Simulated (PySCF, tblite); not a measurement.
**C4H5F2NSi: geometry, infrared bands and NMR shifts**

What infrared bands and NMR shifts should C4H5F2NSi (`N#C[C@H]([SiH3])/C(F)=C\F`) show?

Programs: tblite 0.8.0 and PySCF 2.14.0, with density-fitted response routines of our own. Each step states its level of theory. These are calculated values for one molecule in the gas phase, unless marked as measured. Atoms are numbered from 0 throughout.

## (1) The molecule as given

13 atoms, charge 0, multiplicity 1; geometry from: force field or distance geometry start.

Bonds of the start (Å): N0–C1 1.16, C1–C2 1.48, C2–Si3 1.88, C2–C4 1.50, C4–F5 1.36, C4–C6 1.33, C6–F7 1.35, C2–H8 1.09, Si3–H9 1.49, Si3–H10 1.50, Si3–H11 1.48, C6–H12 1.07.

## (2) Geometry optimisation with GFN2-xTB

The job: settings as JSON, then the geometry in Å.

```
{"job": {"kind": "relax", "xc": "GFN2-xTB", "basis": "xTB"}, "charge": 0, "multiplicity": 1}
N     -1.313300    -2.441200    -1.195600
C     -0.836900    -1.560700    -0.616100
C     -0.193400    -0.480500     0.162200
Si    -1.493000     0.750000     0.748700
C      0.870000     0.159400    -0.677200
F      0.518500     0.734800    -1.863500
C      2.162700     0.195800    -0.351400
F      2.623700    -0.339500     0.802700
H      0.255700    -0.921200     1.056900
H     -0.849700     1.820100     1.555700
H     -2.479900     0.071900     1.645700
H     -2.224200     1.375800    -0.369400
H      2.955300     0.635700    -0.916300
```

The run is started by

```sh
$ OMP_NUM_THREADS=1 python probes_run.py task.json out
```

One launch serves the whole session: the jobs run in the order shown.

**Question.** This job is followed by: GFN2-xTB harmonic vibrations, gas phase; GIAO PBE0/pcSseg-1 NMR shielding, non-relativistic, gas phase. Predict these results of the whole session: strongest single infrared mode (GFN2-xTB); zero-point energy (GFN2-xTB); 13C shifts against TMS (PBE0/pcSseg-1); 1H shifts against TMS (PBE0/pcSseg-1, means over atoms taken as alike); 15N shifts against NH3 (PBE0/pcSseg-1); 29Si shifts against TMS (PBE0/pcSseg-1); 19F shifts against CFCl3 (PBE0/pcSseg-1); surface potential, 1st and 99th percentile.

The runs gave:

| quantity | value |
| --- | --- |
| strongest single infrared mode (GFN2-xTB) | 779 cm⁻¹, 364 km/mol |
| zero-point energy (GFN2-xTB) | 47.5 kcal/mol |
| 13C shifts against TMS (PBE0/pcSseg-1) | 160.1, 149.7, 120.3, 13.0 ppm |
| 1H shifts against TMS (PBE0/pcSseg-1, means over atoms taken as alike) | 7.58, 4.26, 3.46 ppm |
| 15N shifts against NH3 (PBE0/pcSseg-1) | 302.6 ppm |
| 29Si shifts against TMS (PBE0/pcSseg-1) | -59.0 ppm |
| 19F shifts against CFCl3 (PBE0/pcSseg-1) | -168.0, -179.8 ppm |
| surface potential, 1st and 99th percentile | -1.75 V and 1.62 V |

The optimisation took 35 steps and gained 0.176 eV; among the close pairs (by a distance rule), C2–Si3 changed most, from 1.883 to 1.945 Å. No mode is imaginary among the 33: a minimum at this level. The strongest single mode, at 779 cm⁻¹, is spread over several atoms, H9, H10, H11 among them. Unscaled tight-binding wavenumbers are off by several per cent, some by more. Its intensities can rank the bands wrongly. The most deshielded hydrogen is H12 (hydrogen on an alkene CH), at 7.58 ppm: olefinic region. At PBE0/pcSseg-1: The widest tensor belongs to N0: span 511 ppm, with a paramagnetic part of -375 ppm. By nearest atom (PBE0/pcSseg-1), the HOMO sits on C4, C6 about 30 % each; F5, F7 about 11 % each and the LUMO on C4, C6 about 19 % each; Si3 10 %.
